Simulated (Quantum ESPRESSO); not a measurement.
Crystal: HfMoC2.

```
CELL_PARAMETERS angstrom
3.19142 0.00000 0.00000
0.00000 3.19142 0.00000
0.00000 0.00000 4.48516
ATOMIC_POSITIONS crystal
Hf 0.00000 0.00000 0.00000
Mo 0.50000 0.50000 0.50000
C 0.50000 0.50000 0.00000
C 0.00000 0.00000 0.50000
```

The cell comes from a database or a generator and needn't be the stable form of this composition.

Base run:

```yaml
Program: Quantum ESPRESSO 7.5
Functional: PBE
Potentials_or_basis: SSSP 1.3 efficiency PBE
Cutoff: 816 eV
Density_cutoff: 5987 eV
k_mesh: 8 × 8 × 6
Occupations: fermi-dirac, width 0.05 eV
Spin: no spin polarisation
```

Its results: band gap on the k mesh none (metal or under the smearing width); pressure -1.0 GPa.

Task: The run is repeated on the same cell with these changes: functional from PBE to LDA; potentials or basis from SSSP 1.3 efficiency PBE to GBRV 1.5 LDA; cutoff from 816 eV to 612 eV; density cutoff from 5987 eV to 4898 eV. What comes out?

Result: Band gap on the k mesh none (metal or under the smearing width); pressure -14.2 GPa.

Not every run made on this cell is shown here.
